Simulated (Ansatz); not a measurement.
**B₂FH₅Si: one species, many methods**

One table from this session's results is given with a row withheld; the runs are named, their logs left out.

Method: functionals in def2-TZVPP, the program's frozen cores in correlated methods; program: Ansatz 0.2.0, Gaussian basis.

Plan: LDA (SPW92), PBE-D4, revPBE-D4, BLYP-D4, r2SCAN-D4, B97M-V, PBE0-D4, B3LYP-D4, r2SCANh-D4, r2SCAN0-D4, HSE06-D4, BHLYP-D4, CAM-B3LYP-D4, LC-ωPBE, ωB97X-V, ωB97M-V, B2PLYP, PBE-QIDH; CCSD(T)/def2-SVP; CCSD(T)/def2-TZVPP; MP2/def2-QZVPP; extrapolation to the limit; RPA on PBE.

## The relaxed structure

The geometry comes from an earlier relaxation with PBE0-D4 in a triple-zeta def2 set; it is a stationary point, not always the lowest conformer.

9 atoms, charge 0, spin multiplicity 1.

Atoms are counted from 1 here; the program's logs count them from 0.

Bond lengths: B1–B2 1.559 Å, B1–Si4 2.047 Å, B1–H5 1.205 Å, B1–H6 1.205 Å, B2–F3 1.262 Å, Si4–H7 1.492 Å, Si4–H8 1.492 Å, Si4–H9 1.488 Å. Angles: B2–B1–Si4 96.0°, B2–B1–H5 112.1°, B2–B1–H6 112.0°, Si4–B1–H5 107.6°, Si4–B1–H6 107.6°, H5–B1–H6 118.8°, B1–B2–F3 172.8°, B1–Si4–H7 113.4°, B1–Si4–H8 113.4°, B1–Si4–H9 108.0°, H7–Si4–H8 106.5°, H7–Si4–H9 107.7°, H8–Si4–H9 107.7°.

Set-up of the first run:

The input, in.yaml:

```yaml
crystal:
  periodic: [false, false, false]
  atoms:
    - {symbol: B, position_ang: [-0.085193, 0.840634, -0.607453]}
    - {symbol: B, position_ang: [0.793173, -0.141621, -1.441240]}
    - {symbol: F, position_ang: [1.489545, -1.036299, -1.994576]}
    - {symbol: Si, position_ang: [-0.311902, -0.394625, 1.009353]}
    - {symbol: H, position_ang: [0.536495, 1.806614, -0.244463]}
    - {symbol: H, position_ang: [-1.173172, 1.000896, -1.099590]}
    - {symbol: H, position_ang: [0.978999, -0.750234, 1.667479]}
    - {symbol: H, position_ang: [-0.987470, -1.683423, 0.679547]}
    - {symbol: H, position_ang: [-1.152175, 0.311959, 2.013944]}
basis:
  gaussian: {orbitals: def2-TZVPP}
hamiltonian: {xc: lda}
output: {orbitals: {seedname: orbitals}}
```

Command:

```sh
$ ansatz run in.yaml --threads 2 --pin off --events-out ev --progress --plain --max-ram 4352MiB
```

Steps of the session up to this table: LDA; PBE-D4 (GGA); revPBE-D4 (GGA); BLYP-D4 (GGA); r2SCAN-D4 (meta-GGA); B97M-V (meta-GGA); PBE0-D4 (hybrid); B3LYP-D4 (hybrid); r2SCANh-D4 (hybrid); r2SCAN0-D4 (hybrid); HSE06-D4 (hybrid); BHLYP-D4 (hybrid); CAM-B3LYP-D4 (range-separated); LC-ωPBE (range-separated); ωB97X-V (range-separated); ωB97M-V (range-separated); B2PLYP (double hybrid); PBE-QIDH (double hybrid).

One table of the session follows, with a row left open; its other results are not shown here.

It belongs to the step «Orbital energies across the functionals». 

```
  functional  HOMO (eV)  gap (eV)
 LDA (SPW92)      -6.93      4.40
      PBE-D4      -6.80      4.49
   revPBE-D4      -6.74      4.54
     BLYP-D4      -6.63      4.44
   r2SCAN-D4      -7.01      5.02
      B97M-V      -7.12      5.11
     PBE0-D4      -7.86      6.52
    B3LYP-D4      -7.64      6.06
  r2SCANh-D4          ?         ?
  r2SCAN0-D4      -8.00      6.85
    HSE06-D4      -7.46      5.74
    BHLYP-D4      -8.78      8.46
CAM-B3LYP-D4      -9.09      8.86
     LC-ωPBE     -10.39     11.37
     ωB97X-V     -10.05     10.94
     ωB97M-V      -9.89     10.57
```

**Question.** Estimate the row for r2SCANh-D4.

Worked estimate for «HOMO (eV)». Against the share of exact exchange, r2SCAN-D4 (0, -7.01), r2SCAN0-D4 (0.25, -8.00) give a slope of -3.96 per unit share; at 0.1 the line stands at -7.41.

The run gave: HOMO (eV): -7.40; gap (eV): 5.75. In «HOMO (eV)» the line misses by -0.01.
